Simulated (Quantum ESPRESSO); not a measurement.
Crystal: NbSi.

```
Nb Si
1.0
     0.00000    2.57383    2.57383
     2.57383    0.00000    2.57383
     2.57383    2.57383    0.00000
Nb Si
1 1
Cartesian
  0.0000 0.0000 0.0000
  2.5738 2.5738 2.5738
```

The cell was built by a generator and needn't be a form met in nature.

Base run:

| Property | Result |
| --- | --- |
| Program | Quantum ESPRESSO 7.5 |
| Functional | PBE |
| Potentials or basis | SSSP 1.3 efficiency PBE |
| Cutoff | 748 eV |
| Density cutoff | 5987 eV |
| k mesh | 9 × 9 × 9 |
| Occupations | fermi-dirac, width 0.05 eV |
| Spin | no spin polarisation |
| Hubbard terms | Nb d U = 1 eV |

Its results: band gap on the k mesh none (metal or under the smearing width); pressure 0.2 GPa.

After a change of settings the same cell gave: band gap on the k mesh none (metal or under the smearing width); pressure 1.0 GPa. Which change was it?
A. hubbard terms from Nb d U = 1 eV to Nb d U = 8 eV
B. hubbard terms from Nb d U = 1 eV to none; hubbard projectors from ortho-atomic to none
C. hubbard terms from Nb d U = 1 eV to Nb d U = 3 eV

C.

Caveats: U without spin polarisation on a metal has little footing; the U is typed as a test and isn't derived for this compound.

Not every run made on this cell is shown here.
